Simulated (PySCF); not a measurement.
# TMS-CClF2: NMR shifts at several levels of theory, part 2 of 2

PySCF 2.14.0. Atoms count from 0. The steps go on from the part before.

## (6) NMR shieldings: KT3/pcSseg-1

What the job is given:

```
{"job": {"kind": "nmr", "xc": "KT3", "basis": "pcSseg-1", "pop": false}, "charge": 0, "multiplicity": 1}
C     -0.108452    -0.650440    -1.789964
Si     0.008007    -0.119541    -0.000856
C     -1.345078    -0.868733     1.055142
C      1.705946    -0.398307     0.732642
C     -0.309144     1.790153     0.034275
F     -0.273669     2.277204     1.288349
F     -1.515803     2.107410    -0.471339
Cl     0.933245     2.669129    -0.927635
H     -1.092182    -0.392124    -2.211050
H      0.025592    -1.739978    -1.880156
H      0.665629    -0.156566    -2.396194
H     -2.341306    -0.600824     0.671450
H     -1.270399    -0.512145     2.093944
H     -1.266745    -1.967376     1.066251
H      1.953091    -1.471710     0.740281
H      2.475636     0.128176     0.148586
H      1.749665    -0.030943     1.769366
```

Method: GIAO KT3/pcSseg-1 NMR shielding, non-relativistic, gas phase.

What it wrote:

```text
coarse grid: 15344 points
cycle   1  E = -1117.1472435925  dE =  6.301e-01  |g| = 1.075e+00  |ddm| = 3.646e+00
cycle   2  E = -1116.6863536112  dE =  4.609e-01  |g| = 1.911e+00  |ddm| = 1.980e+00
cycle   3  E = -1117.3623511844  dE = -6.760e-01  |g| = 2.193e-01  |ddm| = 1.315e+00
cycle   4  E = -1117.3729378233  dE = -1.059e-02  |g| = 6.399e-02  |ddm| = 2.410e-01
cycle   5  E = -1117.3737760884  dE = -8.383e-04  |g| = 1.870e-02  |ddm| = 6.402e-02
cycle   6  E = -1117.3738665511  dE = -9.046e-05  |g| = 3.658e-03  |ddm| = 2.669e-02
cycle   7  E = -1117.3738692917  dE = -2.741e-06  |g| = 1.046e-03  |ddm| = 4.906e-03
final grid: 140064 points
cycle   8  E = -1117.4755287322  dE = -2.132e-04  |g| = 3.746e-02  |ddm| = 5.845e-02
cycle   9  E = -1117.4751700914  dE =  3.586e-04  |g| = 5.884e-02  |ddm| = 5.408e-02
cycle  10  E = -1117.4756999733  dE = -5.299e-04  |g| = 7.617e-03  |ddm| = 3.675e-02
cycle  11  E = -1117.4757104769  dE = -1.050e-05  |g| = 1.348e-03  |ddm| = 7.481e-03
cycle  12  E = -1117.4757109368  dE = -4.599e-07  |g| = 3.091e-04  |ddm| = 1.789e-03
cycle  13  E = -1117.4757109611  dE = -2.436e-08  |g| = 7.210e-05  |ddm| = 3.944e-04
cycle  14  E = -1117.4757109621  dE = -1.001e-09  |g| = 2.522e-05  |ddm| = 9.574e-05
cycle  15  E = -1117.4757109623  dE = -1.596e-10  |g| = 6.344e-06  |ddm| = 3.163e-05
converged SCF energy = -1117.4757109623

GIAO shielding tensors (ppm)
atom      isotropic    diamagn.    paramagn.     s11        s22        s33       span
  0 C      185.978     254.256     -68.278    181.880    185.184    190.870      8.991
  1 Si     360.262     883.635    -523.373    345.219    366.673    368.895     23.676
  2 C      186.829     254.075     -67.246    183.946    184.693    191.849      7.903
  3 C      185.755     254.263     -68.508    181.952    184.503    190.808      8.856
  4 C       41.655     254.010    -212.355     33.580     42.335     49.049     15.468
  5 F      231.382     475.275    -243.893    145.254    260.212    288.679    143.425
  6 F      231.794     475.222    -243.428    144.941    261.616    288.826    143.885
  7 Cl     621.997    1149.357    -527.360    340.805    512.220   1012.967    672.162
  8 H       31.028      30.663       0.365     26.801     28.843     37.439     10.638
  9 H       31.360      30.608       0.751     27.197     28.508     38.374     11.177
 10 H       30.835      30.440       0.395     26.238     29.591     36.676     10.438
 11 H       31.057      30.816       0.241     26.638     29.027     37.505     10.867
 12 H       31.077      30.849       0.228     26.726     28.984     37.520     10.794
 13 H       31.349      30.616       0.733     27.209     28.613     38.226     11.017
 14 H       31.342      30.613       0.729     27.204     28.504     38.317     11.113
 15 H       30.811      30.452       0.359     26.161     29.652     36.620     10.459
 16 H       31.045      30.709       0.335     26.877     28.778     37.479     10.603
```

Run time: 51 s. Hardware: 1 thread, shared host.

Key values: δ C4 140.7, C0 -3.9, Si1 5.2, F5 -82.1, H8 0.22 ppm (means over like atoms).

## (7) NMR shieldings: BLYP/pcSseg-1

Settings changed since step 6:

```diff
@@ -1,2 +1,2 @@
-{"job": {"kind": "nmr", "xc": "KT3", "basis": "pcSseg-1", "pop": false}, "charge": 0, "multiplicity": 1}
+{"job": {"kind": "nmr", "xc": "BLYP", "basis": "pcSseg-1", "pop": false}, "charge": 0, "multiplicity": 1}
 C     -0.108452    -0.650440    -1.789964
```

Method: GIAO BLYP/pcSseg-1 NMR shielding, non-relativistic, gas phase.

What it wrote:

```text
coarse grid: 15344 points
cycle   1  E = -1106.7878091199  dE =  6.153e-01  |g| = 1.041e+00  |ddm| = 3.665e+00
cycle   2  E = -1106.2916310049  dE =  4.962e-01  |g| = 1.887e+00  |ddm| = 2.013e+00
cycle   3  E = -1107.0028245350  dE = -7.112e-01  |g| = 2.296e-01  |ddm| = 1.362e+00
cycle   4  E = -1107.0137672673  dE = -1.094e-02  |g| = 7.146e-02  |ddm| = 2.280e-01
cycle   5  E = -1107.0147770062  dE = -1.010e-03  |g| = 2.017e-02  |ddm| = 7.002e-02
cycle   6  E = -1107.0148850079  dE = -1.080e-04  |g| = 3.457e-03  |ddm| = 2.836e-02
cycle   7  E = -1107.0148870383  dE = -2.030e-06  |g| = 1.046e-03  |ddm| = 4.311e-03
final grid: 140064 points
cycle   8  E = -1107.0913986597  dE = -3.438e-05  |g| = 1.184e-02  |ddm| = 3.053e-02
cycle   9  E = -1107.0913410536  dE =  5.761e-05  |g| = 2.090e-02  |ddm| = 2.304e-02
cycle  10  E = -1107.0914268356  dE = -8.578e-05  |g| = 1.696e-03  |ddm| = 1.491e-02
cycle  11  E = -1107.0914273263  dE = -4.907e-07  |g| = 4.042e-04  |ddm| = 1.398e-03
cycle  12  E = -1107.0914273601  dE = -3.385e-08  |g| = 6.199e-05  |ddm| = 3.486e-04
cycle  13  E = -1107.0914273607  dE = -5.803e-10  |g| = 3.504e-05  |ddm| = 8.576e-05
cycle  14  E = -1107.0914273609  dE = -2.506e-10  |g| = 8.984e-06  |ddm| = 4.132e-05
converged SCF energy = -1107.0914273609

GIAO shielding tensors (ppm)
atom      isotropic    diamagn.    paramagn.     s11        s22        s33       span
  0 C      179.501     253.041     -73.540    174.886    178.445    185.173     10.287
  1 Si     316.599     882.020    -565.422    301.266    323.240    325.289     24.023
  2 C      180.647     252.758     -72.111    177.209    178.306    186.425      9.215
  3 C      179.246     253.043     -73.797    174.929    177.695    185.115     10.186
  4 C       23.541     252.914    -229.372     14.810     23.222     32.591     17.781
  5 F      226.744     474.954    -248.210    139.860    248.702    291.670    151.810
  6 F      227.162     474.896    -247.735    139.510    250.175    291.800    152.290
  7 Cl     574.729    1147.435    -572.706    263.931    457.048   1003.207    739.276
  8 H       31.094      30.639       0.455     27.016     29.023     37.244     10.228
  9 H       31.413      30.576       0.837     27.407     28.672     38.159     10.752
 10 H       30.900      30.450       0.450     26.448     29.777     36.475     10.027
 11 H       31.126      30.768       0.358     26.838     29.208     37.331     10.493
 12 H       31.145      30.803       0.342     26.926     29.163     37.346     10.421
 13 H       31.404      30.564       0.839     27.418     28.774     38.019     10.601
 14 H       31.394      30.580       0.814     27.416     28.667     38.099     10.683
 15 H       30.875      30.463       0.412     26.369     29.839     36.416     10.047
 16 H       31.111      30.686       0.425     27.093     28.957     37.283     10.190
```

Wall time 48 s (1 thread, shared host).

This run: δ C4 151.8, C0 -4.5, Si1 6.9, F5 -81.5, H8 0.20 ppm (means over like atoms).

## (8) Shielding tensors: PBE0/pcSseg-1

Settings changed since step 7:

```diff
@@ -1,2 +1,2 @@
-{"job": {"kind": "nmr", "xc": "BLYP", "basis": "pcSseg-1", "pop": false}, "charge": 0, "multiplicity": 1}
+{"job": {"kind": "nmr", "xc": "PBE0", "basis": "pcSseg-1", "pop": false}, "charge": 0, "multiplicity": 1}
 C     -0.108452    -0.650440    -1.789964
```

With the program's defaults for keys left out, this is: GIAO PBE0/pcSseg-1 NMR shielding, non-relativistic, gas phase.

What it wrote:

```text
coarse grid: 15344 points
cycle   1  E = -1106.3379184733  dE =  6.902e-01  |g| = 8.526e-01  |ddm| = 3.577e+00
cycle   2  E = -1106.1919746965  dE =  1.459e-01  |g| = 1.259e+00  |ddm| = 1.264e+00
cycle   3  E = -1106.4834790248  dE = -2.915e-01  |g| = 1.043e-01  |ddm| = 7.732e-01
cycle   4  E = -1106.4856870808  dE = -2.208e-03  |g| = 3.877e-02  |ddm| = 1.074e-01
cycle   5  E = -1106.4860156963  dE = -3.286e-04  |g| = 6.232e-03  |ddm| = 3.189e-02
cycle   6  E = -1106.4860256068  dE = -9.910e-06  |g| = 1.430e-03  |ddm| = 8.661e-03
final grid: 140064 points
cycle   7  E = -1106.5434944274  dE = -3.922e-05  |g| = 8.999e-03  |ddm| = 2.433e-02
cycle   8  E = -1106.5434872542  dE =  7.173e-06  |g| = 1.093e-02  |ddm| = 1.400e-02
cycle   9  E = -1106.5435123772  dE = -2.512e-05  |g| = 1.049e-03  |ddm| = 7.466e-03
cycle  10  E = -1106.5435125232  dE = -1.460e-07  |g| = 3.410e-04  |ddm| = 8.177e-04
cycle  11  E = -1106.5435125434  dE = -2.025e-08  |g| = 5.040e-05  |ddm| = 2.292e-04
cycle  12  E = -1106.5435125440  dE = -5.175e-10  |g| = 1.937e-05  |ddm| = 6.045e-05
converged SCF energy = -1106.5435125440

GIAO shielding tensors (ppm)
atom      isotropic    diamagn.    paramagn.     s11        s22        s33       span
  0 C      188.742     255.324     -66.582    184.668    187.789    193.769      9.102
  1 Si     343.133     880.948    -537.815    329.142    348.924    351.332     22.190
  2 C      189.560     255.206     -65.646    186.499    187.483    194.698      8.199
  3 C      188.504     255.328     -66.824    184.717    187.157    193.637      8.921
  4 C       41.645     252.470    -210.825     33.198     41.628     50.109     16.911
  5 F      251.090     474.028    -222.938    160.101    276.790    316.377    156.276
  6 F      251.445     473.979    -222.534    159.807    278.022    316.506    156.700
  7 Cl     626.531    1147.066    -520.535    334.663    526.251   1018.680    684.017
  8 H       30.979      30.442       0.537     26.480     28.680     37.777     11.296
  9 H       31.277      30.421       0.856     26.832     28.269     38.729     11.898
 10 H       30.796      30.234       0.562     25.924     29.453     37.012     11.088
 11 H       31.000      30.602       0.398     26.322     28.849     37.827     11.506
 12 H       31.021      30.635       0.385     26.414     28.807     37.841     11.427
 13 H       31.268      30.440       0.828     26.848     28.387     38.570     11.721
 14 H       31.258      30.424       0.834     26.839     28.264     38.671     11.831
 15 H       30.773      30.247       0.526     25.846     29.518     36.957     11.111
 16 H       30.996      30.487       0.509     26.556     28.616     37.817     11.261
```

Run time: 35 s. Hardware: 1 thread, shared host.

Key values: δ C4 142.8, C0 -4.5, Si1 8.9, F5 -74.0, H8 0.23 ppm (means over like atoms).

## (9) Comparing the runs: NMR shifts

Shifts (ppm), means over like atoms, with basis size and wall time (the measured row can stand on another reference than the computed rows):

```csv
run,C4,C0,H8,Si1,F5,Cl7,functions,time
KT2/pcSseg-1,143.6,-4.1,0.22,6.5,-84.6,330,195,47 s
wB97X-D/pcSseg-1,142.0,-4.5,0.22,10.5,-69.8,315,195,44 s
B97-D/pcSseg-1,145.8,-4.1,0.21,7.2,-80.7,328,195,45 s
KT3/pcSseg-1,140.7,-3.9,0.22,5.2,-82.1,313,195,51 s
BLYP/pcSseg-1,151.8,-4.5,0.20,6.9,-81.5,346,195,48 s
PBE0/pcSseg-1,142.8,-4.5,0.23,8.9,-74.0,317,195,35 s
measured,–,–,–,–,-63.0,–,–,–
```

Measured: G. Saielli, R. Bini, A. Bagno, Computational 19F NMR. 2. Organic compounds, RSC Adv. 2014, ESI (exp. from Berger-Braun-Kalinowski 1994 and Everett 1995).

## (10) Summary of results

This closing draws on all 2 parts.

| quantity | value |
| --- | --- |
| point group | Cs |
| rotational constants (main isotopes) | 1.71, 1.10, 1.01 GHz |
| 13C shifts against TMS (KT2/pcSseg-1, means over atoms taken as alike) | 143.6, -4.1 ppm |
| 1H shifts against TMS (KT2/pcSseg-1, means over atoms taken as alike) | 0.22 ppm |
| 29Si shifts against TMS (KT2/pcSseg-1) | 6.5 ppm |
| 19F shifts against CFCl3 (KT2/pcSseg-1, means over atoms taken as alike) | -84.6 ppm |
| 35Cl shifts against HCl (KT2/pcSseg-1) | 330 ppm |
| measured, and computed on the same scale | F5 δ -63.0, -84.6 ppm |
| range of the shift of Cl7 | 313 to 346 ppm |

In words: Single values in the summary come from the first run of each kind that ended normally (KT2/pcSseg-1), which need not be the best level. Over 14 steps the energy fell by 0.086 eV; of the close pairs, Si1–C4 changed most, 1.966 to 1.936 Å. At KT2/pcSseg-1: The widest tensor belongs to Cl7: span 670 ppm, with a paramagnetic part of -536 ppm. The one measured 19F shift is missed by -21.6 ppm (computed less measured, unscaled). Vibration, temperature and solvent are missing from the calculation, and it holds one conformer, so part of the miss against the measured shifts is not the functional's. Across the 6 runs the shift of Cl7 moves most, between 313 (KT3/pcSseg-1) and 346 ppm (BLYP/pcSseg-1). For the one measured 19F shift, wB97X-D/pcSseg-1 misses least (6.8 ppm, 44 s) and KT2/pcSseg-1 most (21.6 ppm, 47 s); the quickest, PBE0/pcSseg-1, misses by 11.0 ppm in 35 s. One molecule ranks no method: errors cancel, and vibration and temperature are missing from all runs.
